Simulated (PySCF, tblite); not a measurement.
# C₅H₈FS−: a rotation path, then NMR shifts on frames, part 2 of 2

tblite 0.8.0 and PySCF 2.14.0. Atoms count from 0. The steps go on from the part before.

### 5 Shielding tensors: image 4, PBE0/pcSseg-1

The job: settings as JSON, then the geometry in Å.

```
{"job": {"kind": "nmr", "xc": "PBE0", "basis": "pcSseg-1", "pop": false}, "charge": -1, "multiplicity": 1}
C     -2.192300     0.427400     0.173300
C     -0.905800     0.118500    -0.585100
C      0.157700    -0.565200     0.306800
C      1.425100     0.220300     0.400800
C      2.578400    -0.201100    -0.144200
F      3.649500     0.686500     0.004300
S      2.911500    -1.633100    -0.966600
H     -2.917200     0.930200    -0.468200
H     -1.981300     1.070700     1.026400
H     -2.644200    -0.491100     0.545100
H     -0.495100     1.049600    -0.982700
H     -1.137200    -0.520600    -1.439700
H      0.415200    -1.543000    -0.103400
H     -0.264100    -0.721300     1.307600
H      1.395400     1.180000     0.903700
```

With the program's defaults for keys left out, this is: GIAO PBE0/pcSseg-1 NMR shielding, non-relativistic, gas phase.

Standard output:

```text
coarse grid: 13104 points
cycle   1  E = -692.7365118572  dE =  6.560e-01  |g| = 6.218e-01  |ddm| = 3.452e+00
cycle   2  E = -692.7270771588  dE =  9.435e-03  |g| = 7.365e-01  |ddm| = 1.399e+00
cycle   3  E = -692.8314743631  dE = -1.044e-01  |g| = 1.123e-01  |ddm| = 6.172e-01
cycle   4  E = -692.8345119245  dE = -3.038e-03  |g| = 3.541e-02  |ddm| = 1.698e-01
cycle   5  E = -692.8347814858  dE = -2.696e-04  |g| = 9.964e-03  |ddm| = 3.789e-02
cycle   6  E = -692.8348003962  dE = -1.891e-05  |g| = 3.796e-03  |ddm| = 1.142e-02
cycle   7  E = -692.8348030557  dE = -2.659e-06  |g| = 1.077e-03  |ddm| = 3.896e-03
final grid: 122368 points
cycle   8  E = -692.8872065025  dE = -3.238e-05  |g| = 1.080e-02  |ddm| = 2.907e-02
cycle   9  E = -692.8871741250  dE =  3.238e-05  |g| = 1.571e-02  |ddm| = 2.570e-02
cycle  10  E = -692.8872347380  dE = -6.061e-05  |g| = 1.595e-03  |ddm| = 1.757e-02
cycle  11  E = -692.8872353629  dE = -6.250e-07  |g| = 3.071e-04  |ddm| = 1.940e-03
cycle  12  E = -692.8872353825  dE = -1.958e-08  |g| = 1.066e-04  |ddm| = 3.625e-04
cycle  13  E = -692.8872353848  dE = -2.293e-09  |g| = 4.760e-05  |ddm| = 1.521e-04
cycle  14  E = -692.8872353854  dE = -5.609e-10  |g| = 5.649e-06  |ddm| = 4.919e-05
converged SCF energy = -692.8872353854

GIAO shielding tensors (ppm)
atom      isotropic    diamagn.    paramagn.     s11        s22        s33       span
  0 C      167.420     247.198     -79.779    150.057    166.850    185.352     35.295
  1 C      157.278     246.832     -89.554    129.143    164.358    178.331     49.188
  2 C      149.845     245.644     -95.799    128.616    149.570    171.350     42.734
  3 C       94.385     255.920    -161.535     12.914    124.608    145.632    132.718
  4 C       -5.612     252.407    -258.019   -106.722     21.798     68.089    174.811
  5 F      218.385     477.128    -258.743     97.987    230.802    326.367    228.380
  6 S      589.314    1057.900    -468.586    433.019    631.903    703.020    270.001
  7 H       31.012      29.104       1.908     26.424     28.222     38.389     11.965
  8 H       30.888      30.839       0.050     26.873     29.919     35.873      9.000
  9 H       31.095      30.175       0.919     26.996     29.354     36.934      9.939
 10 H       30.901      32.071      -1.170     26.111     31.876     34.717      8.606
 11 H       29.770      31.688      -1.918     24.763     30.195     34.352      9.589
 12 H       27.976      30.354      -2.378     23.482     26.270     34.177     10.695
 13 H       30.492      32.153      -1.662     25.216     31.074     35.184      9.968
 14 H       27.327      32.632      -5.306     24.252     26.255     31.473      7.221
```

It took 33 s on 1 thread of Arm Neoverse N1, shared host; peak memory 0.76 GiB.

This run: δ C4 192.5, C3 92.5, C2 37.1, C1 29.6, H14 4.39, H12 3.74 ppm.

### 6 Shielding tensors: image 6, PBE0/pcSseg-1

The job: settings as JSON, then the geometry in Å.

```
{"job": {"kind": "nmr", "xc": "PBE0", "basis": "pcSseg-1", "pop": false}, "charge": -1, "multiplicity": 1}
C     -2.024700     0.613900     0.210200
C     -0.962500    -0.069100    -0.644200
C      0.133400    -0.743600     0.205100
C      1.297300     0.154600     0.470000
C      2.509200    -0.062400    -0.068800
F      3.463100     0.912400     0.242900
S      3.039500    -1.329200    -1.045400
H     -2.768900     1.113100    -0.411800
H     -1.566800     1.352600     0.864600
H     -2.538300    -0.118400     0.833000
H     -0.491800     0.668700    -1.297100
H     -1.446000    -0.813900    -1.282500
H      0.521000    -1.613600    -0.328900
H     -0.313000    -1.090200     1.146500
H      1.144100     1.033100     1.084600
```

With the program's defaults for keys left out, this is: GIAO PBE0/pcSseg-1 NMR shielding, non-relativistic, gas phase.

Standard output:

```text
coarse grid: 13104 points
cycle   1  E = -692.7396260468  dE =  6.579e-01  |g| = 6.237e-01  |ddm| = 3.454e+00
cycle   2  E = -692.7285906970  dE =  1.104e-02  |g| = 7.428e-01  |ddm| = 1.419e+00
cycle   3  E = -692.8350563430  dE = -1.065e-01  |g| = 1.123e-01  |ddm| = 6.204e-01
cycle   4  E = -692.8381142950  dE = -3.058e-03  |g| = 3.582e-02  |ddm| = 1.750e-01
cycle   5  E = -692.8383911145  dE = -2.768e-04  |g| = 1.017e-02  |ddm| = 3.841e-02
cycle   6  E = -692.8384106995  dE = -1.959e-05  |g| = 3.855e-03  |ddm| = 1.163e-02
cycle   7  E = -692.8384134336  dE = -2.734e-06  |g| = 1.071e-03  |ddm| = 3.949e-03
final grid: 122368 points
cycle   8  E = -692.8899904023  dE = -3.110e-05  |g| = 1.062e-02  |ddm| = 3.127e-02
cycle   9  E = -692.8899581846  dE =  3.222e-05  |g| = 1.547e-02  |ddm| = 2.565e-02
cycle  10  E = -692.8900179247  dE = -5.974e-05  |g| = 1.583e-03  |ddm| = 1.771e-02
cycle  11  E = -692.8900185523  dE = -6.276e-07  |g| = 2.953e-04  |ddm| = 1.951e-03
cycle  12  E = -692.8900185703  dE = -1.791e-08  |g| = 1.055e-04  |ddm| = 3.628e-04
cycle  13  E = -692.8900185726  dE = -2.314e-09  |g| = 4.763e-05  |ddm| = 1.575e-04
cycle  14  E = -692.8900185731  dE = -5.616e-10  |g| = 5.962e-06  |ddm| = 4.996e-05
converged SCF energy = -692.8900185731

GIAO shielding tensors (ppm)
atom      isotropic    diamagn.    paramagn.     s11        s22        s33       span
  0 C      168.623     247.291     -78.668    151.056    169.482    185.331     34.274
  1 C      156.436     246.723     -90.287    134.845    159.429    175.034     40.190
  2 C      149.409     245.852     -96.443    135.794    147.949    164.483     28.690
  3 C       97.622     256.309    -158.687     14.235    131.617    147.014    132.779
  4 C       -6.293     251.816    -258.109   -109.889     21.654     69.357    179.246
  5 F      216.472     477.201    -260.729     95.340    227.158    326.918    231.579
  6 S      580.675    1057.807    -477.132    421.107    629.754    691.164    270.057
  7 H       30.998      29.248       1.751     26.446     28.223     38.325     11.878
  8 H       30.686      31.041      -0.354     26.159     30.314     35.585      9.426
  9 H       31.279      30.367       0.912     27.413     29.294     37.131      9.718
 10 H       30.747      31.651      -0.904     26.641     31.072     34.528      7.887
 11 H       30.081      31.514      -1.433     24.592     29.897     35.754     11.162
 12 H       28.064      30.388      -2.324     22.953     26.682     34.559     11.606
 13 H       30.446      31.837      -1.391     25.884     30.194     35.259      9.375
 14 H       27.146      32.912      -5.766     23.574     26.380     31.483      7.909
```

Wall time 34 s (1 thread of Arm Neoverse N1, shared host); peak memory 0.76 GiB.

This run: δ C4 193.2, C3 89.3, C2 37.5, C1 30.5, H14 4.57, H12 3.65 ppm.

### 7 Nuclear shieldings: image 8, PBE0/pcSseg-1

The job: settings as JSON, then the geometry in Å.

```
{"job": {"kind": "nmr", "xc": "PBE0", "basis": "pcSseg-1", "pop": false}, "charge": -1, "multiplicity": 1}
C     -1.806500     0.776100     0.154600
C     -1.009200    -0.238700    -0.656400
C      0.103000    -0.905400     0.167000
C      1.175400     0.046100     0.586500
C      2.374300     0.097400    -0.018600
F      3.243700     1.061200     0.505700
S      2.975600    -0.832900    -1.287700
H     -2.613500     1.205800    -0.440000
H     -1.157500     1.582800     0.485700
H     -2.241100     0.302700     1.035000
H     -0.550600     0.257600    -1.513500
H     -1.687900    -1.009500    -1.037800
H      0.568800    -1.678100    -0.449100
H     -0.348200    -1.385700     1.045400
H      0.969500     0.728600     1.401500
```

Level: GIAO PBE0/pcSseg-1 NMR shielding, non-relativistic, gas phase.

Standard output:

```text
coarse grid: 13104 points
cycle   1  E = -692.7413868320  dE =  6.617e-01  |g| = 6.268e-01  |ddm| = 3.457e+00
cycle   2  E = -692.7273964201  dE =  1.399e-02  |g| = 7.529e-01  |ddm| = 1.433e+00
cycle   3  E = -692.8376473957  dE = -1.103e-01  |g| = 1.112e-01  |ddm| = 6.302e-01
cycle   4  E = -692.8406577427  dE = -3.010e-03  |g| = 3.666e-02  |ddm| = 1.788e-01
cycle   5  E = -692.8409514118  dE = -2.937e-04  |g| = 1.020e-02  |ddm| = 3.931e-02
cycle   6  E = -692.8409709956  dE = -1.958e-05  |g| = 3.915e-03  |ddm| = 1.179e-02
cycle   7  E = -692.8409738009  dE = -2.805e-06  |g| = 1.067e-03  |ddm| = 3.957e-03
final grid: 122368 points
cycle   8  E = -692.8935060789  dE = -3.396e-05  |g| = 1.068e-02  |ddm| = 2.967e-02
cycle   9  E = -692.8934718468  dE =  3.423e-05  |g| = 1.581e-02  |ddm| = 2.601e-02
cycle  10  E = -692.8935337568  dE = -6.191e-05  |g| = 1.550e-03  |ddm| = 1.793e-02
cycle  11  E = -692.8935343570  dE = -6.002e-07  |g| = 3.283e-04  |ddm| = 1.980e-03
cycle  12  E = -692.8935343798  dE = -2.282e-08  |g| = 1.060e-04  |ddm| = 3.706e-04
cycle  13  E = -692.8935343821  dE = -2.261e-09  |g| = 4.957e-05  |ddm| = 1.628e-04
cycle  14  E = -692.8935343827  dE = -6.103e-10  |g| = 5.999e-06  |ddm| = 5.064e-05
converged SCF energy = -692.8935343827

GIAO shielding tensors (ppm)
atom      isotropic    diamagn.    paramagn.     s11        s22        s33       span
  0 C      170.610     247.612     -77.002    155.083    171.156    185.590     30.508
  1 C      159.260     246.620     -87.360    147.524    158.552    171.703     24.180
  2 C      149.269     245.552     -96.283    139.895    148.565    159.349     19.454
  3 C      101.426     256.745    -155.318     16.129    137.991    150.159    134.029
  4 C       -6.556     251.770    -258.326   -113.044     22.546     70.830    183.874
  5 F      212.569     477.502    -264.933     87.602    224.215    325.891    238.288
  6 S      580.498    1057.910    -477.411    415.325    615.184    710.986    295.661
  7 H       31.112      29.456       1.656     26.651     28.463     38.223     11.572
  8 H       30.330      31.132      -0.801     25.158     30.676     35.157      9.999
  9 H       31.481      30.743       0.737     27.869     29.148     37.424      9.554
 10 H       30.466      31.309      -0.843     25.704     30.730     34.965      9.261
 11 H       30.667      31.205      -0.539     25.234     29.714     37.051     11.817
 12 H       28.303      30.283      -1.980     23.461     27.530     33.920     10.459
 13 H       30.304      31.377      -1.073     25.525     29.453     35.934     10.409
 14 H       27.262      33.156      -5.894     23.436     27.086     31.266      7.830
```

Run time: 34 s. Hardware: 1 thread of Arm Neoverse N1, shared host; peak memory 0.77 GiB.

Key values: δ C4 193.5, C3 85.5, C2 37.7, C1 27.7, H14 4.45, H12 3.41 ppm.

### 8 Comparing the runs: NMR shifts

Shifts (ppm) of some atoms, chosen among heavy atoms and hydrogens apart, with basis size and wall time:

```
  frame    C3    C2    C0   H11    H8     F5   S6  functions  time
image 0  89.9  40.0  18.0  1.37  0.66  -44.4  -86        166  32 s
image 2  92.1  39.0  19.0  1.77  0.66  -45.9  -89        166  32 s
image 4  92.5  37.1  19.5  1.95  0.83  -47.4  -86        166  33 s
image 6  89.3  37.5  18.3  1.64  1.03  -45.5  -77        166  34 s
image 8  85.5  37.7  16.3  1.05  1.39  -41.6  -77        166  34 s
```

### 9 Outcome

What follows sums up all 2 parts.

```
                                         quantity                                               value
                                          barrier                  0.117 eV (2.7 kcal/mol) at image 4
                            end to end (GFN2-xTB)                                            0.021 eV
  ¹³C shifts against TMS (PBE0/pcSseg-1, image 0)                   192.7, 89.9, 40.0, 30.0, 18.0 ppm
   ¹H shifts against TMS (PBE0/pcSseg-1, image 0)  4.12, 3.20, 1.68, 1.37, 0.87, 0.84, 0.83, 0.66 ppm
¹⁹F shifts against CFCl3 (PBE0/pcSseg-1, image 0)                                           -44.4 ppm
  ³³S shifts against CS2 (PBE0/pcSseg-1, image 0)                                             -86 ppm
                         range of the shift of S6                                      -89 to -77 ppm
```

Along the band the dihedral turns by 114°, and the top (dihedral -120°) lies 2.7 kcal/mol above the start (GFN2-xTB, rough), so at room temperature this motion is fast. Ends this close can change order at a higher level. The top was not checked by a frequency run. Shifts at one fixed geometry are not the observed spectrum, which averages over the motion. In the first frame run (image 0): The largest span, 273 ppm, is at S6, where the paramagnetic term is -468 ppm. In ppm, S6 moves most: its shift spreads over 12 ppm, from -89 (image 2) to -77 (image 8).
